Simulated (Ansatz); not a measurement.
# HfCl3+ (triplet): the correlation ladder, def2-SVP

The task here is to estimate one member of a computed series from the others.

Method: def2-SVP, core rule «outside noble gas», up to 19 orbitals frozen; program: Ansatz 0.2.0, Gaussian basis.

To be run: UHF; CCSD(T) on ROHF; CCSD(T) on UHF; CASSCF and MRCISD+Q, 10 electrons in 10 orbitals; CASSCF and NEVPT2, 10 electrons in 10 orbitals.

12 further runs of the same task are left out: 4 for a known fault of the program, 2 that didn't finish, 6 set aside as unsound or not needed.

## The system

The geometry is a PBE0/def2-TZVP stationary point (not a proven minimum) of the parent state, kept for this charge and spin. No spin-orbit coupling is included. Elements past krypton take def2 core potentials.

4 atoms, charge 1, spin multiplicity 3.

Atoms are counted from 1 here; the program's logs count them from 0.

Bond lengths: Hf1–Cl2 2.537 Å, Hf1–Cl3 2.339 Å, Hf1–Cl4 2.537 Å. Angles: Cl2–Hf1–Cl3 149.7°, Cl2–Hf1–Cl4 60.6°, Cl3–Hf1–Cl4 149.7°.

The first run:

File in.yaml:

```yaml
crystal:
  periodic: [false, false, false]
  atoms:
    - {symbol: Hf, position_ang: [0.000000, 0.000000, 0.253960]}
    - {symbol: Cl, position_ang: [0.000000, 1.280047, -1.935971]}
    - {symbol: Cl, position_ang: [0.000000, 0.000000, 2.593368]}
    - {symbol: Cl, position_ang: [0.000000, -1.280047, -1.935971]}
basis:
  gaussian: {orbitals: def2-SVP}
total_charge: 1
magnetization: {spin_polarized: true, initial_magnetization: 2}
hamiltonian: {xc: hf}
output: {orbitals: {seedname: orbitals}}
```

Command:

```console
$ ansatz run in.yaml --threads 1 --pin off --events-out ev --progress --plain --max-ram 2816MiB --backend cpu
```

Steps of the session up to this table: UHF; CCSD(T) on ROHF; CCSD(T) on UHF; CASSCF and MRCISD+Q, 10 electrons in 10 orbitals; CASSCF and NEVPT2, 10 electrons in 10 orbitals.

One of the session's tables, all rows but one given; the rest of the session is left out.

It belongs to the step «Misses and costs». 

```
  method  from RCCSD(T) (meV)
    ROHF             +13865.7
     UHF                    ?
    RMP2              +1386.7
    UMP2              +1419.1
   RCCSD               +421.3
   UCCSD               +378.1
RCCSD(T)                    0
UCCSD(T)                -33.0
```

**Question.** Estimate the row for UHF.

As computed: from RCCSD(T) (meV): +13619.9. In the column «from RCCSD(T) (meV)» it lies between UMP2 (+1419.1) and ROHF (+13865.7).

Left out of the table: CASSCF frontier, NEVPT2 frontier, MRCISD frontier, MRCISD+Q frontier (the active space lost an orbital or holds another state than full CI finds).

To keep in mind: Restricted and unrestricted rows rest on different reference determinants; where their highest levels disagree by more than a few hundredths of an eV, they describe different states and don't form one ladder. Warnings in the runs' records: passed over end.
